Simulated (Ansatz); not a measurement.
AlFe3B:

```xyz
5
Lattice="3.8223 0.0000 0.0000 0.0000 3.8223 0.0000 0.0000 0.0000 3.8223" Properties=species:S:1:pos:R:3 pbc="T T T"
Fe    0.0000    0.0000    1.9112
Fe    0.0000    1.9112    0.0000
Fe    1.9112    0.0000    0.0000
Al    1.9112    1.9112    1.9112
B     0.0000    0.0000    0.0000
```

The cell comes from a database or a generator and needn't be the stable form of this composition.

- Program: Ansatz 0.2.0
- Task: relaxation of cell and atoms
- Functional: LDA
- Potentials or basis: Ansatz PAW
- Cutoff: 420 eV (not typed: the program's choice for these potentials)
- k mesh: 7 × 7 × 7
- Occupations: fermi-dirac, width 0.05 eV
- Spin: collinear spin, ferromagnetic start
- Starting moments: [3.0, 3.0, 3.0, 0.0, 0.0] μB

At the start: volume 11.17 Å³/atom.

Problem. Where does the relaxation end?

Solution. It ends after 7 steps and the volume is 10.38 Å³/atom (-7.0 %); space group Pm-3m (No. 221, to 0.05 Å); moment 3.68 μB per cell.

The path:
| step | energy change (eV) | largest force (eV/Å) | volume (Å³) |
| --- | --- | --- | --- |
| 1 | 0.0000 | 0.0000 | 55.84 |
| 2 | -0.1422 | 0.0000 | 53.62 |
| 3 | -0.1780 | 0.0000 | 51.84 |
| 4 | -0.1780 | 0.0000 | 51.93 |
| 5 | -0.1740 | 0.0000 | 51.93 |
| 6 | -0.1740 | 0.0000 | 51.91 |
| 7 | -0.1740 | 0.0000 | 51.91 |

Final structure:
```cif
data_structure
_symmetry_space_group_name_H-M 'P 1'
_symmetry_Int_Tables_number 1
_cell_length_a 3.7304
_cell_length_b 3.7304
_cell_length_c 3.7304
_cell_angle_alpha 90.000
_cell_angle_beta 90.000
_cell_angle_gamma 90.000
_cell_volume 51.91
loop_
_atom_site_label
_atom_site_type_symbol
_atom_site_fract_x
_atom_site_fract_y
_atom_site_fract_z
_atom_site_occupancy
Fe1 Fe 0.00000 0.00000 0.50000 1
Fe2 Fe 0.00000 0.50000 0.00000 1
Fe3 Fe 0.50000 0.00000 0.00000 1
Al1 Al 0.50000 0.50000 0.50000 1
B1 B 0.00000 0.00000 0.00000 1
```

Caveat: the plane-wave basis is chosen anew once the cell has moved, so the energies of steps on either side of that aren't comparable; the PAW data sets come from PBE, with cores solved anew for the run's functional, which leaves a small shift of forces and pressure.
